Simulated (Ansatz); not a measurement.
# Mn: the cost of one run

Program: Ansatz 0.2.0. Level of theory: DFT PBEsol, scalar-relativistic, plane waves, PAW. These are calculated values, not measurements.

1 further run of the same task is left out (set aside as unsound or not needed). Runs told in other sessions of the task aren't counted.

### 1 The system as given

Symmetry: P6_3/mmc, No. 194, hexagonal system. The conventional cell has a = 2.593 Å, b = 2.593 Å, c = 4.895 Å, α = 90.00°, β = 90.00°, γ = 120.00°. Zn (site symmetry -6m2) is surrounded by 12 Zn at 2.59 to 2.87 Å.

Structure file:

```
CELL_PARAMETERS angstrom
2.59270 0.00000 0.00000
-1.29635 2.24535 0.00000
0.00000 0.00000 4.89472
ATOMIC_POSITIONS crystal
Zn 0.33333 0.66667 0.25000
Zn 0.66667 0.33333 0.75000
```

This cell was relaxed beforehand with the same method: volume 14.25 Å³/atom, gap on the mesh none (metal).

### 2 Swap Zn → Mn

The start of Mn: fractional positions of relaxed Zn, cell scaled by 1.091, a guess from tabulated radii. Atoms that may carry a moment start with parallel spins.

### 3 A first look at the start (Mn)

input.yaml reads:

```yaml
crystal:
  lattice:
    - [2.82991886, 0.0, 0.0]
    - [-1.41495943, 2.4507816234, 0.0]
    - [0.0, 0.0, 5.3425551322]
  atoms:
    - { symbol: Mn, position: [0.3333333333, 0.6666666667, 0.25], spin: 4.0 }
    - { symbol: Mn, position: [0.6666666667, 0.3333333333, 0.75], spin: 4.0 }
basis:
  ecutwfc: 420
kpoints:
  mp_grid: { grid: [6, 6, 4] }
hamiltonian:
  xc: pbesol
scf:
  occupations: { method: gaussian, width: 0.1 }
  lower_state_search: "off"
output:
  forces: true
  stress: true
  eigenvalues: true
  populations: true
magnetization:
  spin_polarized: true
```

Run with:

```console
$ ansatz run input.yaml --threads 1 --pin off --max-ram 2560MiB --backend cpu --events-out ev --progress --plain --runs-dir out
```

Q: Estimate wall time and peak memory on 1 thread of Intel Xeon 6975P-C (Granite Rapids), shared host.

About 1.4 s, with a peak of 0.35 GiB.
